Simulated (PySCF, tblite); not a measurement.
# ClFH7NOSi3, a small molecule taken as a stand-in for a surface group (Si site with back bonds F, Cl, N([SiH3])[SiH3]): NMR shifts, core binding energies and electronic excitations

What NMR shifts, core binding energies and electronic excitations should one expect for `O[Si](F)(Cl)N([SiH3])[SiH3]`?

Programs: tblite 0.8.0 and PySCF 2.14.0. All values are calculated, for the isolated system unless a continuum is named. Atoms count from 0, parts from 1.

## (1) Starting point

14 atoms, charge 0, multiplicity 1; geometry: distance geometry start.

## (2) Geometry optimisation with GFN2-xTB

Job settings and geometry (Å):

```
{"job": {"kind": "relax", "xc": "GFN2-xTB", "basis": "xTB"}, "charge": 0, "multiplicity": 1}
Si    -2.151878    -0.437899    -0.016643
F     -3.551063    -0.831089    -0.836387
Cl    -2.570537     1.091662     1.406944
N     -0.885534     0.142615    -1.211689
Si    -0.948315    -0.594360    -2.859779
Si     0.749510     0.477351    -0.543410
O     -1.513164    -1.864150     0.805305
H     -0.538308    -1.954225    -2.779732
H     -2.265269    -0.529910    -3.372769
H     -0.072096     0.110107    -3.734772
H      1.650120     0.794276    -1.576182
H      0.700609     1.588385     0.378996
H      1.227707    -0.679967     0.164397
H     -0.597515    -2.088145     0.944143
```

Method: GFN2-xTB geometry optimisation, gas phase.

Command:

```bash
$ OMP_NUM_THREADS=1 python cluster_run.py task.json out
```

One launch serves the whole session: the jobs run in the order shown.

**Question.** The jobs that follow are: PBE0-D3(BJ)/def2-SVP geometry optimisation, gas phase; GIAO PBE0/pcSseg-1 NMR shielding, non-relativistic, gas phase; delta-SCF UKS SCAN, pcX-2 on the ionised atom, pcseg-1 elsewhere, spin-free X2C; TDDFT CAM-B3LYP/def2-SVPD, vertical, gas phase, core orbitals frozen in the response. Predict: point group; rotational constants (main isotopes); ¹H shifts against TMS (PBE0/pcSseg-1); ²⁹Si shifts against TMS (PBE0/pcSseg-1); ¹⁹F shifts against CFCl3 (PBE0/pcSseg-1); ³⁵Cl shifts against HCl (PBE0/pcSseg-1); ¹⁵N shifts against NH3 (PBE0/pcSseg-1); ¹⁷O shifts against H2O (PBE0/pcSseg-1); Si2p binding energies, SCAN/pcX-2 (standing for 1 of 3 atoms); F1s binding energies, SCAN/pcX-2; Cl2p binding energies, SCAN/pcX-2; N1s binding energies, SCAN/pcX-2; O1s binding energies, SCAN/pcX-2; lowest singlet (CAM-B3LYP/def2-SVPD); brightest single state of those computed; lowest triplet; vertical ionisation energy (ΔSCF).

The runs gave:

```
                                                     quantity                                         value
                                                  point group                                            C1
                         rotational constants (main isotopes)                          1.48, 0.95, 0.78 GHz
                        ¹H shifts against TMS (PBE0/pcSseg-1)  4.80, 4.77, 4.76, 4.60, 4.55, 4.53, 2.47 ppm
                      ²⁹Si shifts against TMS (PBE0/pcSseg-1)                       -43.8, -45.6, -48.2 ppm
                     ¹⁹F shifts against CFCl3 (PBE0/pcSseg-1)                                    -113.4 ppm
                      ³⁵Cl shifts against HCl (PBE0/pcSseg-1)                                        54 ppm
                       ¹⁵N shifts against NH3 (PBE0/pcSseg-1)                                      12.0 ppm
                       ¹⁷O shifts against H2O (PBE0/pcSseg-1)                                      72.7 ppm
Si2p binding energies, SCAN/pcX-2 (standing for 1 of 3 atoms)                                 Si0 109.49 eV
                             F1s binding energies, SCAN/pcX-2                                  F1 692.63 eV
                            Cl2p binding energies, SCAN/pcX-2                                 Cl2 206.88 eV
                             N1s binding energies, SCAN/pcX-2                                  N3 404.40 eV
                             O1s binding energies, SCAN/pcX-2                                  O6 539.47 eV
                         lowest singlet (CAM-B3LYP/def2-SVPD)                   6.78 eV (183 nm), f = 0.004
                     brightest single state of those computed                   state 3, 7.87 eV, f = 0.042
                                               lowest triplet                                       6.44 eV
                            vertical ionisation energy (ΔSCF)                                      10.06 eV
```

**Reading.** The start of the PBE0/def2-SVP relaxation was shaken at random by about 0.01 Å, so part of the energy gained, and of the first lengths quoted, undoes that. The optimisation took 18 steps and gained 0.308 eV; among the close pairs (by a distance rule), Si5–H10 changed most, from 1.446 to 1.495 Å (PBE0/def2-SVP). Hydrogens of an XH3 group are listed apart at this fixed geometry; free rotation makes them one line at their mean. At PBE0/pcSseg-1: Shielding is most anisotropic at Cl2 (span 251 ppm, paramagnetic term -260 ppm). The lowest singlet, at 6.78 eV, is HOMO→LUMO 0.72, HOMO→LUMO+1 0.17 and is weak; of the 6 states computed, the strongest absorption comes from state 3 at 7.87 eV. The lowest triplet lies 0.34 eV below the lowest singlet (triplets in Tamm-Dancoff, singlets in full TDDFT). ΔSCF puts the ionisation energy at 10.06 eV, 0.59 eV above −ε(HOMO). A capped cluster stands for the solid here, so long-range fields and strain are missing, and bands or shifts of the capping hydrogens have no counterpart in it.
